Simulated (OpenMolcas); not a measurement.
# Ni³⁺ among point charges: CASSCF and CASPT2 levels and susceptibility

Aim: the splitting of the states of Ni³⁺ in the field of 3 point charges, its lowest levels with spin-orbit coupling and its magnetic susceptibility.

Method: state-averaged CASSCF and CASPT2, spin-orbit coupling by RASSI with atomic mean-field integrals. Code: OpenMolcas 26.06.

## (1) Starting point

| Property | Result |
| --- | --- |
| Species | Ni³⁺ (nickel, Z = 28, 25 electrons) |
| Basis | ANO-RCC-VDZP [5s4p2d1f], 34 functions |
| Scalar Hamiltonian | DKH2, point nucleus |
| Inactive shells | 1s 2s 2p 3s 3p |
| Active space | 7 electrons in 5 orbitals (3d) |
| Some configurations of this space | 3d⁷ |
| Orbitals | optimised for each spin and parity, averaged over all roots |

Outer shells as boxes (Hund's rule):

3d7
```
3d [↑↓][↑↓][↑ ][↑ ][↑ ]
```

The ion sits among 3 point charges of -0.98 e arranged as a planar triangle (D3h), 1.76 Å from the ion.

The work runs as a chain of OpenMolcas steps in one folder; each step below is one input file. Labels, J, g values, rates, χT and fits are worked out afterwards by a script from the matrices that RASSI stores.

## (2) GATEWAY and SEWARD: basis and integrals

File a.inp:

```
&GATEWAY
Coord
1

Ni 0.0 0.0 0.0
Basis=ANO-RCC-VDZP
Group=NoSym
NoMove
AngMom=0.0 0.0 0.0
AMFI
XField
3 Angstrom 0
1.760000 0.000000 0.000000 -0.980000
-0.880000 1.524205 0.000000 -0.980000
-0.880000 -1.524205 0.000000 -0.980000
&SEWARD
```

Command:

```sh
OMP_NUM_THREADS=1 MOLCAS_MEM=1689 MOLCAS_PROJECT=a pymolcas a.inp > a.log
```

## (3) CASSCF: quartets, 10 roots

File a.inp:

```
&RASSCF
FileOrb=start.orb
Symmetry=1
Spin=4
nActEl=7 0 0
Inactive=9
Ras2=5
CIRoot=10 10 1
SDav=10
CIMx=300
Iter=120 100
PrWF=0.3
OrbListing=Nothing
MaxOrb=0
>>> COPY $Project.JobIph JOB001
```

start.orb holds the contracted functions of the basis, ordered by shell, or the orbitals of the step before.

## (4) Reference wave functions, doublets, 40 roots

File a.inp:

```
&RASSCF
FileOrb=start.orb
Symmetry=1
Spin=2
nActEl=7 0 0
Inactive=9
Ras2=5
CIRoot=40 40 1
SDav=40
CIMx=300
Iter=120 100
PrWF=0.3
OrbListing=Nothing
MaxOrb=0
>>> COPY $Project.JobIph JOB002
```

## (5) RASSI: spin-orbit coupling between the states

File a.inp:

```
&RASSI
NrOfJobIphs=2 10 40
1 2 3 4 5 6 7 8 9 10
1 2 3 4 5 6 7 8 9 10 11 12 13 14 15 16 17 18 19 20 21 22 23 24 25 26 27
28 29 30 31 32 33 34 35 36 37 38 39 40
IphNames
JOB001
JOB002
EJob
SpinOrbit
DIPRint=1.0
SOCoupling=1000.0
Subsets=2
Property=9
'ANGMOM' 1 'ANGMOM' 2 'ANGMOM' 3 'MLTPL  1' 1 'MLTPL  1' 2 'MLTPL  1' 3
'AMFI' 1 'AMFI' 2 'AMFI' 3
SOProperty=3
'ANGMOM' 1 'ANGMOM' 2 'ANGMOM' 3
```

## (6) CASPT2: IPEA 0.25, imaginary shift 0.1 (closed shells correlated: 3s 3p)

File a.inp:

```
>>> COPY JOB001 $Project.JobIph
&CASPT2
Multistate=10 1 2 3 4 5 6 7 8 9 10
NoMult
Frozen=5
IPEA=0.25
Imaginary=0.1
MaxIter=60
WThr=0.0 0.3 0.05
PrWF=0.5
NoMix
>>> COPY JOB002 $Project.JobIph
&CASPT2
Multistate=40 1 2 3 4 5 6 7 8 9 10 11 12 13 14 15 16 17 18 19 20 21 22
23 24 25 26 27 28 29 30 31 32 33 34 35 36 37 38 39 40
NoMult
Frozen=5
IPEA=0.25
Imaginary=0.1
MaxIter=60
WThr=0.0 0.3 0.05
PrWF=0.5
NoMix
```

(Steps that only read results are left out.)

What does the calculation give? Wanted: spin-free ground state; first state of the same spin within the active space; lowest level; next level.

As calculated:

| quantity | value |
| --- | --- |
| method | SS-CASPT2, IPEA 0.25, imaginary shift 0.1 (closed shells correlated: 3s 3p) |
| spin-free ground state | 4A2, 1-fold in its orbital part |
| first state of the same spin within the active space | 4E at 430 cm⁻¹ |
| lowest level | 2-fold E1/2, g = 1.69, 6.59, 6.59 |
| next level | 217.2 cm⁻¹ |
| χT at 300 K | 4.85 cm³ K/mol |
| effective moment at 300 K | 6.23 μB |

Cost by method:

| method | time of its own steps | time with the reference |
| --- | --- | --- |
| A. CASSCF | 9.2 s | 9.2 s |
| B. SS-CASPT2, IPEA 0.25, imaginary shift 0.1, +3s 3p | 3.6 s | 13 s |

Times are of one thread on a shared host.

**Reading.** The spin-free ground state (4A2) comes to 98 % from free-ion F terms and keeps the highest spin of the shell. χT at 300 K is 4.85, against 1.88 cm³ K/mol for the spin alone, so orbital moment adds to it. An active space of the d shell alone favours high spin; real ions in strong fields can be low spin. CASPT2 does not keep the components of a term degenerate, and the means are used. The field of point charges can differ much from that of real complexes. With metal d orbitals alone active, the gaps between spin states are rough; where two lie within a few thousand cm-1, their order is open. This is an electrostatic model: the charges have no orbitals.
